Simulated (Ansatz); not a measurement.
# Be5H: the cost of one run

Program: Ansatz 0.2.0. Level of theory: DFT PBE, scalar-relativistic, plane waves, PAW. These are calculated values, not measurements.

## Step 1: The starting structure

The structure is hexagonal, space group P-62m (No. 189). The conventional cell has a = 4.071 Å, b = 4.071 Å, c = 3.741 Å, α = 90.00°, β = 90.00°, γ = 120.00°. Around Be (site symmetry -6) lie 9 Be at 2.33 to 2.35 Å and 3 H at 2.35 Å. Be (site symmetry m2m) has 10 Be at 2.23 to 2.41 Å and 2 H at 2.27 Å as nearest neighbours. H (site symmetry -62m) has 12 Be at 2.27 to 2.35 Å as nearest neighbours.

Coordinates:

```
CELL_PARAMETERS angstrom
4.07053 0.00000 0.00000
-2.03526 3.52518 0.00000
0.00000 0.00000 3.74085
ATOMIC_POSITIONS crystal
Be 0.66667 0.33333 0.50000
Be 0.31656 0.00000 0.00000
Be 0.68344 0.68344 0.00000
Be 0.00000 0.31656 0.00000
Be 0.33333 0.66667 0.50000
H 0.00000 0.00000 0.50000
```

Recipe of the guess: species swapped into a database cell of Mg5Cu (P-62m, No. 189), with Be on the Mg sites and H on the Cu sites. Lengths come from tabulated atomic sizes and are only a guess.

## Step 2: Probe: one point on a coarse mesh

input.yaml

```yaml
crystal:
  lattice:
    - [4.07052964, 0.0, 0.0]
    - [-2.03526482, 3.52518208, 0.0]
    - [0.0, 0.0, 3.74085449]
  atoms:
    - { symbol: Be, position: [0.66666667, 0.33333333, 0.5] }
    - { symbol: Be, position: [0.31656, 0.0, 0.0] }
    - { symbol: Be, position: [0.68344, 0.68344, 0.0] }
    - { symbol: Be, position: [0.0, 0.31656, 0.0] }
    - { symbol: Be, position: [0.33333333, 0.66666667, 0.5] }
    - { symbol: H, position: [0.0, 0.0, 0.5] }
basis:
  ecutwfc: 420
kpoints:
  mp_grid: { grid: [6, 6, 4] }
hamiltonian:
  xc: pbe
scf:
  occupations: { method: gaussian, width: 0.1 }
  lower_state_search: "off"
output:
  forces: true
  stress: true
  eigenvalues: true
```

Launch:

```
ansatz run input.yaml --threads 1 --pin off --max-ram 2048MiB --backend cpu --events-out ev --progress --plain --runs-dir out
```

What time and memory should one allow on 1 thread of Arm Neoverse N1, shared host?

About 2.5 s, with a peak of 0.28 GiB.
